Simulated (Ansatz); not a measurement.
# CH5AlBN: the cost of one run

Method: RKS BHLYP/def2-SVP, in Ansatz 0.2.0.

### 1 Starting point

Bond lengths: B1–Al2 2.061 Å, Al2–C3 1.949 Å, Al2–N4 1.765 Å, C3–N4 1.556 Å, B1–H5 1.177 Å, B1–H6 1.178 Å, C3–H7 1.094 Å, C3–H8 1.094 Å, N4–H9 1.011 Å. Angles (14 of 15 angles, heavy atoms first): B1–Al2–C3 154.8°, B1–Al2–N4 156.0°, C3–Al2–N4 49.2°, Al2–C3–N4 59.2°, Al2–N4–C3 71.5°, Al2–B1–H5 121.3°, Al2–B1–H6 122.8°, Al2–C3–H7 126.1°, Al2–C3–H8 125.1°, N4–C3–H7 111.5°, N4–C3–H8 111.6°, Al2–N4–H9 172.1°, C3–N4–H9 116.4°, H5–B1–H6 115.9°.

Coordinates:

```xyz
9

B    -0.9190    1.7594   -1.3498
Al   -0.1789    0.2996   -0.0964
C     0.8065   -1.3276    0.3255
N     0.1110   -0.5046    1.4477
H    -0.8702    1.6423   -2.5195
H    -1.4492    2.7329   -0.9518
H     0.4168   -2.3489    0.2759
H     1.8877   -1.3861    0.4803
H     0.1953   -0.8669    2.3881
```

### 2 End point A

input.yaml reads:

```yaml
crystal:
  periodic: [false, false, false]
  atoms:
    - { symbol: B, position_ang: [-0.91902, 1.75936, -1.3498] }
    - { symbol: Al, position_ang: [-0.17893, 0.29963, -0.09641] }
    - { symbol: C, position_ang: [0.80653, -1.32763, 0.32553] }
    - { symbol: "N", position_ang: [0.11099, -0.50464, 1.44772] }
    - { symbol: H, position_ang: [-0.87017, 1.64228, -2.51952] }
    - { symbol: H, position_ang: [-1.44916, 2.73288, -0.95184] }
    - { symbol: H, position_ang: [0.41675, -2.34895, 0.27589] }
    - { symbol: H, position_ang: [1.8877, -1.38605, 0.48035] }
    - { symbol: H, position_ang: [0.19531, -0.86688, 2.38807] }
basis:
  gaussian: { orbitals: def2-SVP }
hamiltonian:
  xc: { name: BHLYP }
relax:
  f_tol: 0.015
  max_steps: 40
output:
  orbitals: {}
```

The run is started by

```bash
$ ansatz run input.yaml --threads 1 --pin off --max-ram 2048MiB --backend cpu --events-out ev --progress --plain --runs-dir out
```

What time and memory should one allow on 1 thread of Arm Neoverse V1, shared host?

About 76 s, with a peak of 0.16 GiB.
